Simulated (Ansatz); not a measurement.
# C2H8B2: the cost of one run

All numbers below are computed with Ansatz 0.2.0 (RKS r2SCANh-D4/6-31G*).

### Step 1. The system as given

Bond lengths: B1–C2 1.570 Å, C2–B3 1.570 Å, C2–C4 1.534 Å, B1–H5 1.169 Å, B1–H6 1.169 Å, C2–H7 1.096 Å, B3–H8 1.170 Å, B3–H9 1.170 Å, C4–H10 1.089 Å, C4–H11 1.089 Å, C4–H12 1.087 Å. Angles (14 of 18 angles, heavy atoms first): B1–C2–B3 103.8°, B1–C2–C4 115.1°, B3–C2–C4 115.1°, B1–C2–H7 106.5°, B3–C2–H7 106.4°, C4–C2–H7 109.4°, C2–B1–H5 120.3°, C2–B1–H6 120.1°, C2–B3–H8 120.1°, C2–B3–H9 120.3°, C2–C4–H10 110.9°, C2–C4–H11 110.9°, C2–C4–H12 110.7°, H5–B1–H6 119.6°.

Coordinates:

```xyz
12

B    -1.1240    1.0112   -0.2133
C     0.2250    0.2881    0.1377
B    -0.1237   -0.5517    1.4181
C     0.8530   -0.5104   -1.0119
H    -1.7500    0.6735   -1.1405
H    -1.5148    1.8833    0.4595
H     0.9225    1.0700    0.4606
H    -0.3060   -0.0140    2.4408
H    -0.2159   -1.7158    1.3531
H     1.0718    0.1372   -1.8595
H     1.7840   -0.9786   -0.6956
H     0.1781   -1.2927   -1.3488
```

### Step 2. Relaxing end A

input.yaml

```yaml
crystal:
  periodic: [false, false, false]
  atoms:
    - { symbol: B, position_ang: [-1.12399, 1.01121, -0.21333] }
    - { symbol: C, position_ang: [0.22495, 0.28808, 0.13767] }
    - { symbol: B, position_ang: [-0.12367, -0.55175, 1.41811] }
    - { symbol: C, position_ang: [0.85299, -0.51043, -1.01187] }
    - { symbol: H, position_ang: [-1.74997, 0.67352, -1.14053] }
    - { symbol: H, position_ang: [-1.51482, 1.88329, 0.45945] }
    - { symbol: H, position_ang: [0.92251, 1.06997, 0.46058] }
    - { symbol: H, position_ang: [-0.30603, -0.01396, 2.44077] }
    - { symbol: H, position_ang: [-0.21592, -1.71581, 1.35313] }
    - { symbol: H, position_ang: [1.07181, 0.13719, -1.85952] }
    - { symbol: H, position_ang: [1.78403, -0.97859, -0.69563] }
    - { symbol: H, position_ang: [0.17812, -1.29272, -1.34884] }
basis:
  gaussian: { orbitals: "6-31G*" }
hamiltonian:
  xc: r2scanh
  dispersion: d4
relax:
  f_tol: 0.015
  max_steps: 40
output:
  orbitals: {}
```

Command:

```bash
$ ansatz run input.yaml --threads 1 --pin off --max-ram 2048MiB --backend cpu --events-out ev --progress --plain --runs-dir out
```

What time and memory should one allow on 1 thread of Arm Neoverse N1, shared host?

About 74 s, with a peak of 0.17 GiB.
